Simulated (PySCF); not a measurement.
# CH6Ge2 (SMILES [CH2]1[GeH2][GeH2]1): levels of theory compared

Aim: a comparison of 6 runs (HF/def2-SVP, B3LYP/6-31G*, BLYP/pcseg-1, TPSS/pcseg-2, CCSD(T)/pcseg-1) of CH6Ge2. Input form: a Python script.

The results are computed with PySCF 2.14.0.

## (1) The molecule

CH6Ge2: 9 atoms, total charge 0, spin state singlet. SMILES: `[CH2]1[GeH2][GeH2]1`. The shape is that of a PBE0-D4/def2-TZVP optimisation.

Bond lengths: C1–Ge2 1.986 Å, C1–Ge3 1.986 Å, Ge2–Ge3 2.354 Å, C1–H4 1.086 Å, C1–H5 1.086 Å, Ge2–H6 1.530 Å, Ge2–H7 1.530 Å, Ge3–H8 1.530 Å, Ge3–H9 1.530 Å. Some angles: C1–Ge2–Ge3 53.6°, Ge2–C1–Ge3 72.7°, C1–Ge3–Ge2 53.6°, C1–Ge2–H6 115.8°, C1–Ge2–H7 115.8°, Ge3–Ge2–H6 121.4°, Ge3–Ge2–H7 121.3°, Ge2–C1–H4 116.6°, Ge2–C1–H5 116.7°, Ge3–C1–H4 116.6°.

## (2) Energy and forces at HF/def2-SVP (run 1)

File job.py:

```python
# [CH2]1[GeH2][GeH2]1
import pyscf.grad
from pyscf import gto

mol = gto.Mole()
mol.atom = '''
C   -0.673400   0.173500  -0.763800
Ge   1.068700   0.755400  -0.009100
Ge  -0.312200  -0.958100   0.827500
H   -1.497600   0.876400  -0.684600
H   -0.645700  -0.320800  -1.730500
H    1.087800   2.146400   0.627300
H    2.301600   0.440100  -0.858200
H   -0.012100  -2.431100   0.543500
H   -1.228500  -0.728200   2.030800
'''
mol.verbose = 4
mol.max_memory = 1860
mol.basis = 'def2-svp'
mol.build()

mf = mol.RHF()
mf.conv_tol = 1e-10
mf.kernel()
if not mf.converged:
    mf = mf.newton().run(mf.mo_coeff, mf.mo_occ)

e_tot = mf.e_tot
print('E = %.10f Eh' % e_tot)
grad = mf.Gradients().kernel()
mf.analyze()
```

Run with:

```console
$ OMP_NUM_THREADS=1 python job.py
```

What it wrote:

```text
PySCF version 2.14.0

[... 80 lines left out ...]
Two-electron Energy =                 2086.418041107459430
[... 11 lines left out ...]
MO #8   energy= -46.2241847626487  occ= 2
[... 9 lines left out ...]
MO #18  energy= -5.15721695737963  occ= 2
[... 9 lines left out ...]
MO #28  energy= -1.62679913947318  occ= 2
[... 9 lines left out ...]
MO #38  energy= -0.3181285085608   occ= 2
[... 9 lines left out ...]
MO #48  energy= 0.302810198084887  occ= 0
[... 9 lines left out ...]
MO #58  energy= 0.610833117509505  occ= 0
[... 9 lines left out ...]
MO #68  energy= 0.927455714649721  occ= 0
[... 9 lines left out ...]
MO #78  energy= 1.7984318253977    occ= 0
[... 9 lines left out ...]
MO #88  energy= 2.10684192861175   occ= 0
[... 9 lines left out ...]
MO #98  energy= 2.85155223512923   occ= 0
[... 9 lines left out ...]
MO #108 energy= 3.29860554711634   occ= 0
[... 81 lines left out ...]
pop of  3 H 2s            0.00773
pop of  3 H 2px           0.00112
pop of  3 H 2py           0.00080
pop of  3 H 2pz           0.00013
pop of  4 H 1s            0.88647
pop of  4 H 2s            0.00774
pop of  4 H 2px           0.00017
pop of  4 H 2py           0.00045
pop of  4 H 2pz           0.00143
pop of  5 H 1s            1.07872
pop of  5 H 2s            0.00192
pop of  5 H 2px           0.00006
pop of  5 H 2py           0.00282
pop of  5 H 2pz           0.00065
pop of  6 H 1s            1.07874
pop of  6 H 2s            0.00192
pop of  6 H 2px           0.00221
pop of  6 H 2py           0.00023
pop of  6 H 2pz           0.00109
pop of  7 H 1s            1.07875
pop of  7 H 2s            0.00192
pop of  7 H 2px           0.00018
pop of  7 H 2py           0.00316
pop of  7 H 2pz           0.00020
pop of  8 H 1s            1.07870
pop of  8 H 2s            0.00192
pop of  8 H 2px           0.00123
pop of  8 H 2py           0.00017
pop of  8 H 2pz           0.00213
 ** Mulliken atomic charges  **
charge of    0C =     -0.57857
charge of    1Ge =      0.35390
charge of    2Ge =      0.35389
charge of    3H =      0.10375
charge of    4H =      0.10374
charge of    5H =     -0.08417
charge of    6H =     -0.08419
charge of    7H =     -0.08420
charge of    8H =     -0.08415
Dipole moment(X, Y, Z, Debye): -0.10308,  0.02736, -0.11402
```

It took 15 s on 1 thread of Intel Xeon Platinum 8488C (Sapphire Rapids), shared host; peak memory 0.25 GiB.

## (3) Energy and forces at B3LYP/6-31G(d) (spherical functions) (run 2)

File calc.py:

```python
# [CH2]1[GeH2][GeH2]1
import pyscf.grad
from pyscf import gto, dft

system = gto.M(
    atom='''
C       -0.673400       0.173500      -0.763800
Ge       1.068700       0.755400      -0.009100
Ge      -0.312200      -0.958100       0.827500
H       -1.497600       0.876400      -0.684600
H       -0.645700      -0.320800      -1.730500
H        1.087800       2.146400       0.627300
H        2.301600       0.440100      -0.858200
H       -0.012100      -2.431100       0.543500
H       -1.228500      -0.728200       2.030800
''',
    verbose=3,
    basis='6-31g*',
    max_memory=1860,
)

mf = dft.RKS(system)
mf.xc = 'b3lyp'
mf.grids.level = 5
mf.conv_tol = 1e-10
mf.kernel()
if not mf.converged:
    mf = mf.newton().run(mf.mo_coeff, mf.mo_occ)

e_final = mf.e_tot
print('E(%s) = %.9f' % ('B3LYP', e_final))
grad = mf.Gradients().kernel()
dip = mf.dip_moment()
pop, q = mf.mulliken_pop()
```

Run with:

```console
$ OMP_NUM_THREADS=1 python calc.py
```

What it wrote:

```text
converged SCF energy = -4195.18762765267
E(B3LYP) = -4195.187627653
--------------- RKS gradients ---------------
         x                y                z
0 C     0.0045553161    -0.0011704723     0.0051031116
1 Ge    -0.0059040821    -0.0038799596    -0.0003844258
2 Ge     0.0013098915     0.0050773453    -0.0047543789
3 H     0.0015332879    -0.0012980547    -0.0001241883
4 H    -0.0000329289     0.0009089678     0.0017979530
5 H    -0.0003078258    -0.0035184506    -0.0013217728
6 H    -0.0030810584     0.0003980148     0.0021082768
7 H    -0.0004193629     0.0036972398     0.0004968788
8 H     0.0023480629    -0.0002142873    -0.0029208582
----------------------------------------------
Dipole moment(X, Y, Z, Debye): -0.27237,  0.07148, -0.30313
 ** Mulliken pop  **
pop of  0 C 1s            1.99666
pop of  0 C 2s            0.67380
pop of  0 C 3s            0.61093
pop of  0 C 2px           0.67751
pop of  0 C 2py           0.68339
pop of  0 C 2pz           0.68716
pop of  0 C 3px           0.34416
pop of  0 C 3py           0.39185
pop of  0 C 3pz           0.31654
pop of  0 C 3dxy          0.00620
pop of  0 C 3dyz          0.00517
pop of  0 C 3dz^2         0.00586
pop of  0 C 3dxz          0.00185
pop of  0 C 3dx2-y2       0.00173
pop of  1 Ge 1s           1.99996
pop of  1 Ge 2s           1.99951
pop of  1 Ge 3s           1.99897
pop of  1 Ge 4s           1.29099
pop of  1 Ge 5s           0.07705
pop of  1 Ge 2px          1.99969
pop of  1 Ge 2py          1.99972
pop of  1 Ge 2pz          1.99974
pop of  1 Ge 3px          1.99612
pop of  1 Ge 3py          1.99616
pop of  1 Ge 3pz          1.99631
pop of  1 Ge 4px          0.72839
pop of  1 Ge 4py          0.75078
pop of  1 Ge 4pz          0.74267
pop of  1 Ge 5px          0.09661
pop of  1 Ge 5py          0.12255
pop of  1 Ge 5pz          0.14464
pop of  1 Ge 3dxy         1.36840
pop of  1 Ge 3dyz         1.36911
pop of  1 Ge 3dz^2        1.36898
pop of  1 Ge 3dxz         1.37019
pop of  1 Ge 3dx2-y2      1.36955
pop of  1 Ge 4dxy         0.58740
pop of  1 Ge 4dyz         0.58720
pop of  1 Ge 4dz^2        0.58772
pop of  1 Ge 4dxz         0.58673
pop of  1 Ge 4dx2-y2      0.58663
pop of  1 Ge 5dxy         0.06426
pop of  1 Ge 5dyz         0.06790
pop of  1 Ge 5dz^2        0.05283
pop of  1 Ge 5dxz         0.08039
pop of  1 Ge 5dx2-y2      0.08988
pop of  2 Ge 1s           1.99996
pop of  2 Ge 2s           1.99951
pop of  2 Ge 3s           1.99897
pop of  2 Ge 4s           1.29100
pop of  2 Ge 5s           0.07706
pop of  2 Ge 2px          1.99974
pop of  2 Ge 2py          1.99970
pop of  2 Ge 2pz          1.99970
pop of  2 Ge 3px          1.99626
pop of  2 Ge 3py          1.99611
pop of  2 Ge 3pz          1.99622
pop of  2 Ge 4px          0.74276
pop of  2 Ge 4py          0.74602
pop of  2 Ge 4pz          0.73303
pop of  2 Ge 5px          0.14999
pop of  2 Ge 5py          0.10528
pop of  2 Ge 5pz          0.10854
pop of  2 Ge 3dxy         1.36845
pop of  2 Ge 3dyz         1.36908
pop of  2 Ge 3dz^2        1.36959
pop of  2 Ge 3dxz         1.37000
pop of  2 Ge 3dx2-y2      1.36912
pop of  2 Ge 4dxy         0.58747
pop of  2 Ge 4dyz         0.58715
pop of  2 Ge 4dz^2        0.58704
pop of  2 Ge 4dxz         0.58690
pop of  2 Ge 4dx2-y2      0.58711
pop of  2 Ge 5dxy         0.06018
pop of  2 Ge 5dyz         0.07355
pop of  2 Ge 5dz^2        0.07309
pop of  2 Ge 5dxz         0.07410
pop of  2 Ge 5dx2-y2      0.07433
pop of  3 H 1s            0.51873
pop of  3 H 2s            0.30694
pop of  4 H 1s            0.51874
pop of  4 H 2s            0.30692
pop of  5 H 1s            0.48310
pop of  5 H 2s            0.46480
pop of  6 H 1s            0.48309
pop of  6 H 2s            0.46488
pop of  7 H 1s            0.48309
pop of  7 H 2s            0.46489
pop of  8 H 1s            0.48309
pop of  8 H 2s            0.46482
 ** Mulliken atomic charges  **
charge of    0C =     -0.40283
charge of    1Ge =     -0.07705
charge of    2Ge =     -0.07703
charge of    3H =      0.17433
charge of    4H =      0.17434
charge of    5H =      0.05209
charge of    6H =      0.05204
charge of    7H =      0.05202
charge of    8H =      0.05209
```

Run time: 38 s. Hardware: 1 thread of Intel Xeon Platinum 8488C (Sapphire Rapids), shared host; peak memory 0.88 GiB.

Runs 3 to 5 aren't shown in full; the table further down has their settings and results.

## (4) The energy at CCSD(T)/pcseg-1 (run 6)

File mol.xyz:

```xyz
9

C     -0.673400     0.173500    -0.763800
Ge     1.068700     0.755400    -0.009100
Ge    -0.312200    -0.958100     0.827500
H     -1.497600     0.876400    -0.684600
H     -0.645700    -0.320800    -1.730500
H      1.087800     2.146400     0.627300
H      2.301600     0.440100    -0.858200
H     -0.012100    -2.431100     0.543500
H     -1.228500    -0.728200     2.030800
```

File run.py:

```python
from pyscf import gto, scf, cc

mol = gto.M(
    atom='mol.xyz',
    charge=0,
    verbose=3,
    basis='pcseg-1',
    max_memory=1860,
)

myscf = scf.RHF(mol)
myscf.conv_tol = 1e-10
myscf.kernel()
if not myscf.converged:
    myscf = myscf.newton().run(myscf.mo_coeff, myscf.mo_occ)

mycc = cc.CCSD(myscf, frozen=19)
mycc.kernel()
e_t = mycc.ccsd_t()
e_tot = mycc.e_tot + e_t
print(f'total energy: {e_tot:.8f} hartree')
dip = myscf.dip_moment()
pop, q = myscf.mulliken_pop()
```

Run with:

```console
$ OMP_NUM_THREADS=1 python run.py
```

What it wrote:

```text
converged SCF energy = -4191.4716585877
E(CCSD) = -4191.874526902529  E_corr = -0.4028683148316549
CCSD(T) correction = -0.0137994619911585
total energy: -4191.88832636 hartree
Dipole moment(X, Y, Z, Debye): -0.10420,  0.02762, -0.11537
 ** Mulliken pop  **
pop of  0 C 1s            1.99605
pop of  0 C 2s            0.68099
pop of  0 C 3s            0.55359
pop of  0 C 2px           0.67522
pop of  0 C 2py           0.68110
pop of  0 C 2pz           0.67944
pop of  0 C 3px           0.40891
pop of  0 C 3py           0.47099
pop of  0 C 3pz           0.37823
pop of  0 C 3dxy          0.00565
pop of  0 C 3dyz          0.00564
pop of  0 C 3dz^2         0.00542
pop of  0 C 3dxz          0.00239
pop of  0 C 3dx2-y2       0.00224
pop of  1 Ge 1s           1.99994
pop of  1 Ge 2s           2.00111
pop of  1 Ge 3s           2.00059
pop of  1 Ge 4s           0.81093
pop of  1 Ge 5s           0.45565
pop of  1 Ge 2px          1.99961
pop of  1 Ge 2py          1.99962
pop of  1 Ge 2pz          1.99964
pop of  1 Ge 3px          1.99463
pop of  1 Ge 3py          1.99460
pop of  1 Ge 3pz          1.99444
pop of  1 Ge 4px          0.43233
pop of  1 Ge 4py          0.43384
pop of  1 Ge 4pz          0.42101
pop of  1 Ge 5px          0.31002
pop of  1 Ge 5py          0.40658
pop of  1 Ge 5pz          0.43647
pop of  1 Ge 3dxy         2.00526
pop of  1 Ge 3dyz         2.00427
pop of  1 Ge 3dz^2        2.00427
pop of  1 Ge 3dxz         2.00430
pop of  1 Ge 3dx2-y2      2.00415
pop of  1 Ge 4dxy         0.02108
pop of  1 Ge 4dyz         0.03913
pop of  1 Ge 4dz^2        0.00752
pop of  1 Ge 4dxz         0.06039
pop of  1 Ge 4dx2-y2      0.06925
pop of  2 Ge 1s           1.99994
pop of  2 Ge 2s           2.00111
pop of  2 Ge 3s           2.00059
pop of  2 Ge 4s           0.81093
pop of  2 Ge 5s           0.45566
pop of  2 Ge 2px          1.99964
pop of  2 Ge 2py          1.99961
pop of  2 Ge 2pz          1.99962
pop of  2 Ge 3px          1.99435
pop of  2 Ge 3py          1.99469
pop of  2 Ge 3pz          1.99463
pop of  2 Ge 4px          0.41892
pop of  2 Ge 4py          0.43807
pop of  2 Ge 4pz          0.43015
pop of  2 Ge 5px          0.45592
pop of  2 Ge 5py          0.35947
pop of  2 Ge 5pz          0.33771
pop of  2 Ge 3dxy         2.00465
pop of  2 Ge 3dyz         2.00527
pop of  2 Ge 3dz^2        2.00420
pop of  2 Ge 3dxz         2.00415
pop of  2 Ge 3dx2-y2      2.00399
pop of  2 Ge 4dxy         0.03042
pop of  2 Ge 4dyz         0.03289
pop of  2 Ge 4dz^2        0.04573
pop of  2 Ge 4dxz         0.04700
pop of  2 Ge 4dx2-y2      0.04132
pop of  3 H 1s            0.75294
pop of  3 H 2s            0.06457
pop of  3 H 2px           0.01032
pop of  3 H 2py           0.00855
pop of  3 H 2pz           0.00310
pop of  4 H 1s            0.75293
pop of  4 H 2s            0.06459
pop of  4 H 2px           0.00338
pop of  4 H 2py           0.00600
pop of  4 H 2pz           0.01258
pop of  5 H 1s            0.73839
pop of  5 H 2s            0.24094
pop of  5 H 2px           0.00074
pop of  5 H 2py           0.00629
pop of  5 H 2pz           0.00214
pop of  6 H 1s            0.73837
pop of  6 H 2s            0.24093
pop of  6 H 2px           0.00508
pop of  6 H 2py           0.00113
pop of  6 H 2pz           0.00296
pop of  7 H 1s            0.73837
pop of  7 H 2s            0.24093
pop of  7 H 2px           0.00128
pop of  7 H 2py           0.00690
pop of  7 H 2pz           0.00100
pop of  8 H 1s            0.73837
pop of  8 H 2s            0.24095
pop of  8 H 2px           0.00334
pop of  8 H 2py           0.00090
pop of  8 H 2pz           0.00493
 ** Mulliken atomic charges  **
charge of    0C =     -0.54584
charge of    1Ge =      0.08938
charge of    2Ge =      0.08937
charge of    3H =      0.16053
charge of    4H =      0.16051
charge of    5H =      0.01149
charge of    6H =      0.01153
charge of    7H =      0.01152
charge of    8H =      0.01151
```

Wall time 32 s (1 thread of Intel Xeon Platinum 8488C (Sapphire Rapids), shared host); peak memory 0.53 GiB.

## (5) All runs side by side

```tsv
run	level	integration grid	Cartesian functions	energy (Eh)	dipole moment (D) of the reference	HOMO energy (eV)	LUMO energy (eV)	wall time
1	HF/def2-SVP	–	no	-4191.481427	0.16	-8.66	3.09	15 s
2	B3LYP/6-31G* (spherical functions)	5	no	-4195.187628	0.41	-6.20	-0.46	38 s
3	B3LYP/6-31G* (Cartesian functions)	5	yes	-4195.198597	0.40	-6.21	-0.47	40 s
4	BLYP/pcseg-1	5	no	-4195.292080	0.33	-5.45	-1.03	49 s
5	TPSS/pcseg-2	5	no	-4195.732700	0.38	-5.69	-1.11	4.4 min
6	CCSD(T)/pcseg-1	–	no	-4191.888326	0.16	-8.72	2.88	32 s
```

## (6) Outcome

```
                                           quantity           value
                                run 6: total energy  -4191.88833 Eh
        run 6: dipole moment (Hartree–Fock density)          0.16 D
         run 6: HOMO energy (Hartree–Fock orbitals)        -8.72 eV
         run 6: LUMO energy (Hartree–Fock orbitals)         2.88 eV
       run 6: HOMO–LUMO gap (Hartree–Fock orbitals)        11.59 eV
run 6: correlation energy (19 core orbitals frozen)      -416.7 mEh
                              run 6: (T) correction      -13.80 mEh
                               run 6: T1 diagnostic           0.009
```

What this shows: Over runs 1, 2, 3, 4, 5 the dipole moment (its size) runs from 0.16 D (HF/def2-SVP) to 0.41 D (B3LYP/6-31G*). The two ends differ in method and basis. Over runs 1, 2, 3, 4, 5 the HOMO–LUMO gap runs from 4.43 eV (BLYP/pcseg-1) to 11.75 eV (HF/def2-SVP). Totals of different functionals can't be ranked against each other. All runs together took 7.3 min, the longest 4.4 min.
